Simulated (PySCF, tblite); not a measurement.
**C7H11BOS: geometry, infrared bands, NMR shifts and electronic excitations**

Aim: predict the infrared bands, NMR shifts and electronic excitations of C7H11BOS (`CC(C)OBc1cccs1`).

The runs use tblite 0.8.0 and PySCF 2.14.0, with density-fitted response routines of our own; the level of theory stands in each step. All values are computed, except where a source is named. Atoms are numbered from 0 throughout.

## Step 1: The molecule as given

21 atoms, charge 0, multiplicity 1; geometry from: GFN2-xTB.

Bonds of the start (Å): C0–C1 1.53, C1–C2 1.53, C1–O3 1.42, O3–B4 1.33, B4–C5 1.56, C5–C6 1.37, C6–C7 1.41, C7–C8 1.36, C8–S9 1.71, S9–C5 1.75, C0–H10 1.09, C0–H11 1.09, C0–H12 1.09, C1–H13 1.10, C2–H14 1.09, C2–H15 1.09, C2–H16 1.09, B4–H17 1.18, C6–H18 1.08, C7–H19 1.08, C8–H20 1.07.

## Step 2: Vibrational analysis with GFN2-xTB

The job: settings as JSON, then the geometry in Å.

```
{"job": {"kind": "ir", "xc": "GFN2-xTB", "basis": "xTB"}, "charge": 0, "multiplicity": 1}
C     -2.165542    -0.627061     0.234472
C     -1.506634     0.565755    -0.455769
C     -2.537693     1.410527    -1.201273
O     -0.556477     0.105297    -1.400048
B      0.694896    -0.277066    -1.187362
C      1.501740    -0.300067     0.145932
C      2.782152    -0.775969     0.279454
C      3.310020    -0.691174     1.581961
C      2.429281    -0.142813     2.459519
S      0.948691     0.269654     1.701803
H     -1.415688    -1.227306     0.743401
H     -2.667147    -1.248159    -0.503832
H     -2.892889    -0.280842     0.963053
H     -1.005838     1.188574     0.299041
H     -3.027985     0.807344    -1.961338
H     -3.283993     1.785820    -0.506654
H     -2.051481     2.252015    -1.688153
H      1.253263    -0.641090    -2.157194
H      3.329228    -1.181856    -0.553075
H      4.296596    -1.022618     1.853330
H      2.556581     0.047978     3.506964
```

**Question.** This job is followed by: PBE0-D3(BJ)/def2-SVP geometry optimisation, gas phase; GIAO PBE0/pcSseg-1 NMR shielding, non-relativistic, gas phase; TDDFT CAM-B3LYP/def2-SVPD, vertical, gas phase, core orbitals frozen in the response; GIAO B3LYP/pcSseg-1 NMR shielding, non-relativistic, gas phase. What will the session give for the following? strongest single infrared mode (GFN2-xTB); zero-point energy (GFN2-xTB); point group; rotational constants (main isotopes); ¹³C shifts against TMS (PBE0/pcSseg-1, means over atoms taken as alike); ¹H shifts against TMS (PBE0/pcSseg-1, means over atoms taken as alike); ¹⁷O shifts against H2O (PBE0/pcSseg-1); ¹¹B shifts against BF3·OEt2 (PBE0/pcSseg-1); ³³S shifts against CS2 (PBE0/pcSseg-1); lowest singlet (CAM-B3LYP/def2-SVPD); brightest single state of those computed; lowest triplet; vertical ionisation energy (ΔSCF); vertical electron affinity (ΔSCF); range of the shift of S9.

**Answer**, as computed:

| quantity | value |
| --- | --- |
| strongest single infrared mode (GFN2-xTB) | 1348 cm⁻¹, 324 km/mol |
| zero-point energy (GFN2-xTB) | 103.9 kcal/mol |
| point group | C1 |
| rotational constants (main isotopes) | 2.62, 0.66, 0.58 GHz |
| ¹³C shifts against TMS (PBE0/pcSseg-1, means over atoms taken as alike) | 152.5, 144.0, 143.8, 132.8, 70.6, 25.8 ppm |
| ¹H shifts against TMS (PBE0/pcSseg-1, means over atoms taken as alike) | 7.81, 7.65, 7.29, 5.47, 4.83, 1.38 ppm |
| ¹⁷O shifts against H2O (PBE0/pcSseg-1) | 221.2 ppm |
| ¹¹B shifts against BF3·OEt2 (PBE0/pcSseg-1) | 37.1 ppm |
| ³³S shifts against CS2 (PBE0/pcSseg-1) | 238 ppm |
| lowest singlet (CAM-B3LYP/def2-SVPD) | 5.17 eV (240 nm), f = 0.168 |
| brightest single state of those computed | state 10, 7.42 eV, f = 0.185 |
| lowest triplet | 3.44 eV |
| vertical ionisation energy (ΔSCF) | 8.92 eV |
| vertical electron affinity (ΔSCF) | -0.29 eV (unbound: the value hangs on the basis) |
| range of the shift of S9 | 238 to 253 ppm |

What this shows: All 57 modes are real, so the xTB geometry is a minimum. The strongest single mode, at 1348 cm⁻¹, is spread over many atoms; the largest shares are those of B4, O3. GFN2-xTB is a fitted tight-binding method: band positions and strengths are rough. Its intensities can rank the bands wrongly. Relaxing lowered the energy by 0.093 eV in 6 steps; the close pair that moved most is B4–H17, from 1.177 to 1.213 Å. At PBE0/pcSseg-1: The largest span, 316 ppm, is at O3, where the paramagnetic term is -281 ppm. NICS(1)zz of -29 ppm above the planar ring from C5 marks a diatropic (aromatic) ring current. The first singlet state (HOMO→LUMO 0.79, HOMO−1→LUMO 0.16) lies at 5.17 eV and is bright; of the 10 states computed, the strongest absorption comes from state 10 at 7.42 eV (the last computed, so partners may be missing). The lowest triplet lies 1.73 eV below the lowest singlet (triplets in Tamm-Dancoff, singlets in full TDDFT). ΔSCF puts the ionisation energy at 8.92 eV, 0.60 eV above −ε(HOMO). In ppm, S9 moves most: its shift spreads over 15 ppm, from 238 (PBE0/pcSseg-1) to 253 (B3LYP/pcSseg-1).
